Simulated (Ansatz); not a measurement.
**C₂H₇InOS: one species, many methods**

How much do the methods differ for C₂H₇InOS? The plan is to run it at one geometry with functionals of several rungs and with coupled cluster. The yardstick is the atomisation energy at the CCSD(T) limit.

Computed with Ansatz 0.2.0, Gaussian basis. Level: functionals in def2-TZVPP, the program's frozen cores in correlated methods.

Plan: LDA (SPW92), PBE-D4, revPBE-D4, BLYP-D4, r2SCAN-D4, B97M-V, PBE0-D4, B3LYP-D4, r2SCANh-D4, r2SCAN0-D4, HSE06-D4, BHLYP-D4, CAM-B3LYP-D4, LC-ωPBE, ωB97X-V, ωB97M-V, B2PLYP, PBE-QIDH; CCSD(T)/def2-SVP; CCSD(T)/def2-TZVPP; MP2/def2-QZVPP; extrapolation to the limit; RPA on PBE.

1 further run of the same task is left out (for a known fault of the program).

### Step 1. The geometry

An earlier PBE0-D4 in a triple-zeta def2 set relaxation fixed the geometry. In takes the def2 core potential; no spin-orbit term is included.

SMILES `C[O][In]([CH3])[SH]`, 12 atoms, charge 0, spin multiplicity 1.

Atoms are counted from 1 here; the program's logs count them from 0.

Bond lengths: C1–O2 1.399 Å, C1–H6 1.101 Å, C1–H7 1.098 Å, C1–H8 1.098 Å, O2–In3 1.990 Å, In3–C4 2.135 Å, In3–S5 2.373 Å, C4–H9 1.089 Å, C4–H10 1.090 Å, C4–H11 1.091 Å, S5–H12 1.345 Å. Angles: O2–C1–H6 114.0°, O2–C1–H7 110.3°, O2–C1–H8 110.5°, H6–C1–H7 107.1°, H6–C1–H8 107.1°, H7–C1–H8 107.5°, C1–O2–In3 123.4°, O2–In3–C4 120.8°, O2–In3–S5 107.3°, C4–In3–S5 132.0°, In3–C4–H9 110.2°, In3–C4–H10 109.4°, In3–C4–H11 109.3°, H9–C4–H10 109.7°, H9–C4–H11 109.3°, H10–C4–H11 108.9°, In3–S5–H12 91.2°.

Coordinates:

```xyz
12

C    -0.75743    0.01494    1.93562
O     0.22757    0.73605    1.25323
In    0.68715    0.42548   -0.65775
C    -0.34445   -1.05160   -1.80287
S     2.43520    1.93031   -1.21498
H    -1.29267   -0.71594    1.30923
H    -1.51087    0.69681    2.35080
H    -0.31699   -0.54072    2.77398
H    -0.12267   -0.92927   -2.86185
H    -1.41769   -0.95297   -1.63905
H    -0.02740   -2.04369   -1.47971
H     2.44024    2.43060    0.03336
```

### Step 2. LDA

This LDA is Slater exchange with PW92 correlation.

in.yaml reads:

```yaml
crystal:
  periodic: [false, false, false]
  atoms:
    - {symbol: C, position_ang: [-0.757428, 0.014941, 1.935615]}
    - {symbol: O, position_ang: [0.227571, 0.736048, 1.253226]}
    - {symbol: In, position_ang: [0.687148, 0.425482, -0.657753]}
    - {symbol: C, position_ang: [-0.344451, -1.051597, -1.802866]}
    - {symbol: S, position_ang: [2.435199, 1.930310, -1.214977]}
    - {symbol: H, position_ang: [-1.292670, -0.715943, 1.309228]}
    - {symbol: H, position_ang: [-1.510875, 0.696805, 2.350805]}
    - {symbol: H, position_ang: [-0.316990, -0.540719, 2.773975]}
    - {symbol: H, position_ang: [-0.122668, -0.929270, -2.861846]}
    - {symbol: H, position_ang: [-1.417687, -0.952972, -1.639052]}
    - {symbol: H, position_ang: [-0.027401, -2.043689, -1.479705]}
    - {symbol: H, position_ang: [2.440243, 2.430604, 0.033360]}
basis:
  gaussian: {orbitals: def2-TZVPP}
hamiltonian: {xc: lda}
output: {orbitals: {seedname: orbitals}}
```

Run with:

```
$ ansatz run in.yaml --threads 2 --pin off --events-out ev --progress --plain --max-ram 32768MiB --backend cuda --devices 0, --max-vram 18GiB
```

The runs that follow: PBE-D4 (GGA); revPBE-D4 (GGA); BLYP-D4 (GGA); r2SCAN-D4 (meta-GGA); B97M-V (meta-GGA); PBE0-D4 (hybrid); B3LYP-D4 (hybrid); r2SCANh-D4 (hybrid); r2SCAN0-D4 (hybrid); HSE06-D4 (hybrid); BHLYP-D4 (hybrid); CAM-B3LYP-D4 (range-separated); LC-ωPBE (range-separated); ωB97X-V (range-separated); ωB97M-V (range-separated); B2PLYP (double hybrid); PBE-QIDH (double hybrid); CCSD(T) in def2-SVP; CCSD(T) in def2-TZVPP; MP2 in def2-QZVPP; RPA on PBE orbitals.

**Question.** What will the summary of the whole plan be? Wanted: atomisation energy, CCSD(T)/CBS; farthest beyond LDA; mean size of error, GGA; mean size of error, meta-GGA; mean size of error, hybrid; mean size of error, range-separated; mean size of error, double hybrid; gap, smallest and largest; T1 diagnostic.

The runs gave:

| quantity | value |
| --- | --- |
| atomisation energy, CCSD(T)/CBS | 4102.1 kJ/mol |
| functionals within 41.0 kJ/mol (1.0 %) | r2SCAN-D4, B97M-V, PBE0-D4, r2SCANh-D4, HSE06-D4, CAM-B3LYP-D4, LC-ωPBE, ωB97X-V, ωB97M-V |
| farthest beyond LDA | BHLYP-D4 (-154.0 kJ/mol) |
| mean size of error, GGA | 53.4 kJ/mol |
| mean size of error, meta-GGA | 7.4 kJ/mol |
| mean size of error, hybrid | 59.0 kJ/mol |
| mean size of error, range-separated | 15.7 kJ/mol |
| mean size of error, double hybrid | 63.1 kJ/mol |
| gap, smallest and largest | 3.88 eV (LDA (SPW92)), 10.93 eV (LC-ωPBE) |
| T1 diagnostic | 0.0146 |
| triples share of the correlation energy | 3.7 % |

LDA overbinds by 574.8 kJ/mol (14 %). PBE-D4 misses by +43.4 kJ/mol. Double hybrids carry the basis error of their MP2 part in triple zeta, and no dispersion term here, so their miss is partly the set-up's. The rungs meta-GGA, range-separated miss on average by less than the doubt on the reference (41.0 kJ/mol), so they tie. The reference freezes the cores and leaves out spin-orbit coupling and excitations past (T), and its outer-core shells are covered unevenly, so misses under about 41.0 kJ/mol can't be ranked. All levels share the lack of spin-orbit coupling, which lowers the free heavy atoms and so the true binding. Hartree-Fock recovers 71 % of the binding; the rest is correlation. CCSD(T) in def2-SVP is off by -254.9 kJ/mol, which most functionals beat. The gap grows from 3.9 to 10.9 eV across the functionals, mostly with the share of exact exchange. Correlated methods include outer-core shells of In, which these sets cover unevenly.
